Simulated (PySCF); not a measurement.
**CH₉NOSi₂: electronic excitations and core binding energies**

What electronic excitations and core binding energies should CH₉NOSi₂ (`CN[SiH2]O[SiH3]`) show?

The runs use PySCF 2.14.0, with density-fitted response routines of our own; the level of theory stands in each step. All values are computed, except where a source is named. Atoms are numbered from 0 throughout.

## Step 1: Starting geometry

14 atoms, charge 0, multiplicity 1; geometry from: GFN2-xTB.

Bonds of the start (Å): C0–N1 1.44, N1–Si2 1.71, Si2–O3 1.62, O3–Si4 1.61, C0–H5 1.09, C0–H6 1.10, C0–H7 1.09, N1–H8 1.01, Si2–H9 1.46, Si2–H10 1.47, Si4–H11 1.46, Si4–H12 1.46, Si4–H13 1.46.

## Step 2: Ultraviolet spectrum: wB97X-D/def2-SVPD

Job settings and geometry (Å):

```
{"job": {"kind": "uv", "xc": "wB97X-D", "basis": "def2-SVPD", "nstates": 8, "ntriplets": 3}, "charge": 0, "multiplicity": 1}
C      2.505610    -0.347992     0.434853
N      1.094128    -0.456093     0.163980
Si     0.138680     0.836563    -0.429528
O     -1.364968     0.252662    -0.589411
Si    -2.819384    -0.202880    -0.058925
H      2.789192    -1.025147     1.243623
H      3.122123    -0.578893    -0.441340
H      2.723987     0.671979     0.741873
H      0.827137    -1.395590    -0.090773
H      0.175629     1.892525     0.581302
H      0.439135     1.331701    -1.777261
H     -3.437050    -0.833824    -1.222615
H     -2.660617    -1.143512     1.050854
H     -3.534280     0.998026     0.371202
```

Method: TDDFT wB97X-D/def2-SVPD, vertical, gas phase, core orbitals frozen in the response.

Launch:

```console
OMP_NUM_THREADS=1 python probes_run.py task.json out
```

One launch serves the whole session: the jobs run in the order shown.

What it wrote:

```text
coarse grid: 12064 points
cycle   1  E = -751.9840663092  dE =  4.024e-01  |g| = 7.616e-01  |ddm| = 4.419e+00
cycle   2  E = -751.9371908849  dE =  4.688e-02  |g| = 9.349e-01  |ddm| = 1.849e+00
cycle   3  E = -752.0986360466  dE = -1.614e-01  |g| = 5.647e-02  |ddm| = 8.529e-01
cycle   4  E = -752.0991833585  dE = -5.473e-04  |g| = 3.613e-02  |ddm| = 1.514e-01
cycle   5  E = -752.0994648360  dE = -2.815e-04  |g| = 6.190e-03  |ddm| = 6.592e-02
cycle   6  E = -752.0994750016  dE = -1.017e-05  |g| = 9.493e-04  |ddm| = 2.203e-02
cycle   7  E = -752.0994754421  dE = -4.405e-07  |g| = 4.358e-04  |ddm| = 8.102e-03
final grid: 105608 points
cycle   8  E = -752.2021045095  dE = -6.238e-05  |g| = 5.272e-03  |ddm| = 1.154e-01
cycle   9  E = -752.2021055062  dE = -9.967e-07  |g| = 5.169e-03  |ddm| = 1.734e-02
cycle  10  E = -752.2021111647  dE = -5.659e-06  |g| = 4.681e-04  |ddm| = 6.417e-03
cycle  11  E = -752.2021112211  dE = -5.639e-08  |g| = 2.382e-04  |ddm| = 1.944e-03
cycle  12  E = -752.2021112347  dE = -1.363e-08  |g| = 6.389e-05  |ddm| = 7.262e-04
cycle  13  E = -752.2021112358  dE = -1.063e-09  |g| = 2.631e-05  |ddm| = 2.558e-04
cycle  14  E = -752.2021112359  dE = -1.883e-10  |g| = 5.455e-06  |ddm| = 7.768e-05
converged SCF energy = -752.2021112359

Static polarisability (au): isotropic 74.352, principal 67.029 70.705 85.322

Singlet excitations
state   eV       nm        f      main configurations
  1   6.1907    200.3   0.00384   H->L+1 0.51, H->L 0.26, H->L+2 0.14
  2   6.5044    190.6   0.00176   H->L 0.52, H->L+1 0.23, H->L+4 0.11
  3   7.4360    166.7   0.02563   H->L+3 0.76, H->L+8 0.14
  4   7.5995    163.1   0.01502   H-1->L 0.78, H->L+4 0.09
  5   7.6924    161.2   0.01695   H->L+4 0.49, H-1->L 0.12
  6   7.7356    160.3   0.00304   H-2->L 0.83
  7   8.0277    154.4   0.01203   H->L+6 0.31, H->L+7 0.25, H->L+5 0.21
  8   8.2164    150.9   0.02709   H->L+6 0.35, H->L+5 0.21, H->L+2 0.15

Triplet excitations (Tamm-Dancoff, eV): 6.0046 6.4127 7.2825
```

Wall time 25 s (1 thread of Arm Neoverse V1, shared host); peak memory 0.82 GiB.

The orbitals next to the gap, with their largest atomic shares:

```csv
orbital,eV,atoms
HOMO−3,-11.70,"Si4 19 %, Si2 19 %, H11 16 %"
HOMO−2,-10.66,"O3 37 %, Si4 21 %, H12 14 %"
HOMO−1,-10.44,"O3 36 %, Si4 14 %, Si2 12 %"
HOMO,-8.70,"N1 57 %, C0 11 %, Si2 10 %"
LUMO,1.85,"Si4 30 %, Si2 18 %, O3 10 %"
LUMO+1,2.16,"Si2 20 %, C0 18 %, Si4 17 %"
LUMO+2,2.46,"Si4 48 %, H13 9 %, H12 8 %"
```

With each of the 8 states as a Gaussian band of 0.4 eV half-width at 1/e, the curve within the window shown has maxima at 198 nm (ε 200), 162 nm (ε 2,500) L/(mol cm). Beyond the last state computed it falls off for lack of states. The curve at chosen wavelengths:

```json
{"nm": "146", "ε (L/mol/cm)": "751"}
{"nm": "149", "ε (L/mol/cm)": "1335"}
{"nm": "152", "ε (L/mol/cm)": "1809"}
{"nm": "155", "ε (L/mol/cm)": "2098"}
{"nm": "158", "ε (L/mol/cm)": "2316"}
{"nm": "161", "ε (L/mol/cm)": "2492"}
{"nm": "164", "ε (L/mol/cm)": "2484"}
{"nm": "167", "ε (L/mol/cm)": "2180"}
{"nm": "170", "ε (L/mol/cm)": "1647"}
{"nm": "173", "ε (L/mol/cm)": "1071"}
{"nm": "176", "ε (L/mol/cm)": "608"}
{"nm": "179", "ε (L/mol/cm)": "317"}
{"nm": "182", "ε (L/mol/cm)": "174"}
{"nm": "186", "ε (L/mol/cm)": "127"}
{"nm": "189", "ε (L/mol/cm)": "142"}
{"nm": "192", "ε (L/mol/cm)": "169"}
{"nm": "195", "ε (L/mol/cm)": "191"}
{"nm": "198", "ε (L/mol/cm)": "200"}
{"nm": "201", "ε (L/mol/cm)": "193"}
{"nm": "204", "ε (L/mol/cm)": "170"}
{"nm": "207", "ε (L/mol/cm)": "139"}
{"nm": "210", "ε (L/mol/cm)": "105"}
{"nm": "213", "ε (L/mol/cm)": "74"}
{"nm": "216", "ε (L/mol/cm)": "49"}
{"nm": "219", "ε (L/mol/cm)": "30"}
{"nm": "222", "ε (L/mol/cm)": "17"}
```

Further results of this job:

| property | computed |
| --- | --- |
| dipole moment (D) | 1.16 |
| polarisability (Å³) | 11.02 |
| HOMO–LUMO gap (eV) | 10.55 |
| −ε(HOMO) (eV) | 8.70 |

## Step 3: X-ray photoelectron lines: SCAN, X2C

The job, as its differences from that of step 2:

```diff
@@ -1,2 +1,2 @@
-{"job": {"kind": "uv", "xc": "wB97X-D", "basis": "def2-SVPD", "nstates": 8, "ntriplets": 3}, "charge": 0, "multiplicity": 1}
+{"job": {"kind": "xps"}, "charge": 0, "multiplicity": 1}
 C      2.505610    -0.347992     0.434853
```

Level: delta-SCF UKS SCAN, pcX-2 on the ionised atom, pcseg-1 elsewhere, spin-free X2C.

What it wrote:

```text
ground state, core basis on atom 0 (C), 154 functions
  cycle   1  E = -753.49303869  |g| = 8.32e-01
  cycle   2  E = -753.13942578  |g| = 1.56e+00
  cycle   3  E = -753.62610615  |g| = 1.49e-01
  cycle   4  E = -753.62948223  |g| = 8.20e-02
  cycle   5  E = -753.63099501  |g| = 1.68e-02
  cycle   6  E = -753.63105655  |g| = 6.61e-03
  cycle   7  E = -753.63106314  |g| = 1.01e-03
  cycle   8  E = -753.63106507  |g| = 1.74e-04
  E(ground) = -753.70336682 Eh
hole in C 1s of atom 0
  cycle   1  E = -742.36434515  |g| = 1.50e+00
  cycle   2  E = -740.95253970  |g| = 2.15e+00
  cycle   3  E = -742.78667781  |g| = 5.27e-01
  cycle   4  E = -742.84893429  |g| = 4.08e-01
  cycle   5  E = -742.91187763  |g| = 8.59e-02
  cycle   6  E = -742.91418257  |g| = 3.59e-02
  cycle   7  E = -742.91467235  |g| = 1.06e-02
  cycle   8  E = -742.91473871  |g| = 3.40e-03
  cycle   9  E = -742.91474938  |g| = 1.49e-03
  cycle  10  E = -742.91475320  |g| = 4.47e-04
  E(ion) = -742.98564413 Eh   <S^2> = 0.7697   hole on atom = 1.000   binding energy = 291.644 eV
ground state, core basis on atom 1 (N), 154 functions
  cycle   1  E = -753.64553676  |g| = 7.46e-02
  cycle   2  E = -753.64548752  |g| = 2.72e-02
  cycle   3  E = -753.64546290  |g| = 2.98e-02
  cycle   4  E = -753.64564168  |g| = 4.30e-03
  cycle   5  E = -753.64564533  |g| = 6.34e-04
  cycle   6  E = -753.64564345  |g| = 1.59e-04
  E(ground) = -753.71667902 Eh
hole in N 1s of atom 1
  cycle   1  E = -738.08232883  |g| = 1.87e+00
  cycle   2  E = -737.43155695  |g| = 2.08e+00
  cycle   3  E = -738.73314705  |g| = 4.00e-01
  cycle   4  E = -738.76893326  |g| = 2.22e-01
  cycle   5  E = -738.78599303  |g| = 7.14e-02
  cycle   6  E = -738.78787905  |g| = 9.67e-03
  cycle   7  E = -738.78792098  |g| = 4.16e-03
  cycle   8  E = -738.78793044  |g| = 1.14e-03
  cycle   9  E = -738.78793193  |g| = 4.19e-04
  E(ion) = -738.85737333 Eh   <S^2> = 0.7643   hole on atom = 1.000   binding energy = 404.342 eV
ground state, core basis on atom 2 (Si), 165 functions
  cycle   1  E = -753.73757564  |g| = 2.90e-01
  cycle   2  E = -753.73766958  |g| = 5.16e-02
  cycle   3  E = -753.73769428  |g| = 4.09e-02
  cycle   4  E = -753.73796865  |g| = 1.12e-02
  cycle   5  E = -753.73799413  |g| = 1.75e-03
  cycle   6  E = -753.73799536  |g| = 3.34e-04
  E(ground) = -753.76937202 Eh
hole in Si 1s of atom 2
  cycle   1  E = -684.80173834  |g| = 4.35e+00
  cycle   2  E = -684.89208331  |g| = 2.15e+00
  cycle   3  E = -685.51459011  |g| = 7.92e-01
  cycle   4  E = -685.80302537  |g| = 3.21e-01
  cycle   5  E = -685.84032469  |g| = 1.28e-01
  cycle   6  E = -685.84773222  |g| = 2.30e-02
  cycle   7  E = -685.84788944  |g| = 1.02e-02
  cycle   8  E = -685.84793648  |g| = 3.73e-03
  cycle   9  E = -685.84794033  |g| = 1.93e-03
  cycle  10  E = -685.84794153  |g| = 2.93e-04
  E(ion) = -685.88687810 Eh   <S^2> = 0.7519   hole on atom = 1.000   binding energy = 1847.177 eV
hole in Si 2p of atom 2
  cycle   1  E = -749.46243436  |g| = 1.24e+00
  cycle   2  E = -749.36283049  |g| = 1.09e+00
  cycle   3  E = -749.73077338  |g| = 3.12e-01
  cycle   4  E = -749.77222414  |g| = 1.25e-01
  cycle   5  E = -749.77813013  |g| = 4.03e-02
  cycle   6  E = -749.77888040  |g| = 8.18e-03
  cycle   7  E = -749.77889833  |g| = 5.23e-03
  cycle   8  E = -749.77890925  |g| = 1.92e-03
  cycle   9  E = -749.77891101  |g| = 3.98e-04
  E(ion) = -749.82102805 Eh   <S^2> = 0.7512   hole on atom = 1.003   binding energy = 107.440 eV
  2p3/2 = 107.173 eV   2p1/2 = 107.800 eV
ground state, core basis on atom 3 (O), 154 functions
  cycle   1  E = -753.66800858  |g| = 1.12e-01
  cycle   2  E = -753.66601467  |g| = 1.26e-01
  cycle   3  E = -753.66843506  |g| = 4.95e-02
  cycle   4  E = -753.66884608  |g| = 4.40e-03
  cycle   5  E = -753.66884995  |g| = 5.62e-04
  cycle   6  E = -753.66885032  |g| = 1.18e-04
  E(ground) = -753.73847191 Eh
hole in O 1s of atom 3
  cycle   1  E = -733.08189675  |g| = 2.23e+00
  cycle   2  E = -732.69853909  |g| = 2.15e+00
  cycle   3  E = -733.86384111  |g| = 3.81e-01
  cycle   4  E = -733.89295602  |g| = 1.79e-01
  cycle   5  E = -733.90657304  |g| = 6.29e-02
  cycle   6  E = -733.90830011  |g| = 1.12e-02
  cycle   7  E = -733.90835451  |g| = 4.49e-03
  cycle   8  E = -733.90836422  |g| = 9.65e-04
  cycle   9  E = -733.90836602  |g| = 2.46e-04
  E(ion) = -733.97831238 Eh   <S^2> = 0.7611   hole on atom = 1.000   binding energy = 537.701 eV
ground state, core basis on atom 4 (Si), 165 functions
  cycle   1  E = -753.73117558  |g| = 3.07e-01
  cycle   2  E = -753.72676155  |g| = 1.93e-01
  cycle   3  E = -753.72779126  |g| = 1.72e-01
  cycle   4  E = -753.73330857  |g| = 1.48e-02
  cycle   5  E = -753.73334348  |g| = 3.00e-03
  cycle   6  E = -753.73334486  |g| = 8.35e-04
  cycle   7  E = -753.73334368  |g| = 1.96e-04
  E(ground) = -753.76376627 Eh
hole in Si 1s of atom 4
  cycle   1  E = -684.79893581  |g| = 4.35e+00
  cycle   2  E = -683.56711557  |g| = 2.40e+00
  cycle   3  E = -681.48777781  |g| = 2.40e+00
  cycle   4  E = -685.73094871  |g| = 4.60e-01
  cycle   5  E = -685.78905281  |g| = 3.69e-01
  cycle   6  E = -685.83719699  |g| = 1.02e-01
  cycle   7  E = -685.84244858  |g| = 3.30e-02
  cycle   8  E = -685.84290179  |g| = 1.38e-02
  cycle   9  E = -685.84298787  |g| = 4.05e-03
  cycle  10  E = -685.84299678  |g| = 7.66e-04
  cycle  11  E = -685.84299842  |g| = 3.37e-04
  E(ion) = -685.88174610 Eh   <S^2> = 0.7521   hole on atom = 1.000   binding energy = 1847.164 eV
hole in Si 2p of atom 4
  cycle   1  E = -749.45823296  |g| = 1.23e+00
  cycle   2  E = -747.99799604  |g| = 1.53e+00
  cycle   3  E = -749.39835424  |g| = 8.43e-01
  cycle   4  E = -749.73466022  |g| = 2.13e-01
  cycle   5  E = -749.75958601  |g| = 1.54e-01
  cycle   6  E = -749.76859450  |g| = 5.62e-02
  cycle   7  E = -749.76977465  |g| = 1.68e-02
  cycle   8  E = -749.76988843  |g| = 3.55e-03
  cycle   9  E = -749.76989431  |g| = 8.77e-04
  cycle  10  E = -749.76989397  |g| = 3.60e-04
  E(ion) = -749.81155493 Eh   <S^2> = 0.7514   hole on atom = 1.002   binding energy = 107.545 eV
  2p3/2 = 107.287 eV   2p1/2 = 107.912 eV
```

Run time: 65 s. Hardware: 1 thread of Arm Neoverse V1, shared host; peak memory 0.64 GiB.

Binding energies by hole, beside the orbital energy of the ground state; the difference holds orbital relaxation and, for a density functional, its self-interaction error:

```
       hole  stands for                  environment  ΔSCF (eV; 2p as the shell's mean)  −ε (eV)   ⟨S²⟩
  C1s on C0          C0    methyl carbon bonded to N                             291.64    274.2  0.770
  N1s on N1          N1  nitrogen bonded to C, Si, H                             404.34    385.4  0.764
Si1s on Si2         Si2  silicon bonded to N, O, 2 H                            1847.18   1793.6  0.752
Si2p on Si2         Si2  silicon bonded to N, O, 2 H                             107.38     96.4  0.751
  O1s on O3          O3        oxygen bonded to 2 Si                             537.70    516.2  0.761
Si1s on Si4         Si4     silicon bonded to O, 3 H                            1847.16   1793.6  0.752
Si2p on Si4         Si4     silicon bonded to O, 3 H                             107.50     96.4  0.751
```

With the spin-orbit splitting: Si2 2p3/2 107.17, 2p1/2 107.80 eV; Si4 2p3/2 107.29, 2p1/2 107.91 eV. The table gives each 2p level as the mean over the whole 2p shell (two parts 2p3/2, one part 2p1/2), which differs a little from the single hole in the log.

## Step 4: Results

```
                                quantity                        value
      lowest singlet (wB97X-D/def2-SVPD)  6.19 eV (200 nm), f = 0.004
brightest single state of those computed  state 8, 8.22 eV, f = 0.027
                          lowest triplet                      6.00 eV
       Si1s binding energies, SCAN/pcX-2  Si2 1847.18, Si4 1847.16 eV
       Si2p binding energies, SCAN/pcX-2    Si4 107.50, Si2 107.38 eV
        C1s binding energies, SCAN/pcX-2                 C0 291.64 eV
        N1s binding energies, SCAN/pcX-2                 N1 404.34 eV
        O1s binding energies, SCAN/pcX-2                 O3 537.70 eV
```

In words: The first singlet state (HOMO→LUMO+1 0.51, HOMO→LUMO 0.26) lies at 6.19 eV and is weak; of the 8 states computed, the strongest absorption comes from state 8 at 8.22 eV (the last computed, so partners may be missing). The lowest triplet lies 0.19 eV below the lowest singlet (triplets in Tamm-Dancoff, singlets in full TDDFT). The Si1s levels computed lie within 0.01 eV of one another, too close to rank. The Si2p levels kept as sound span 0.11 eV, from Si2 (silicon bonded to N, O, 2 H) up to Si4 (silicon bonded to O, 3 H).
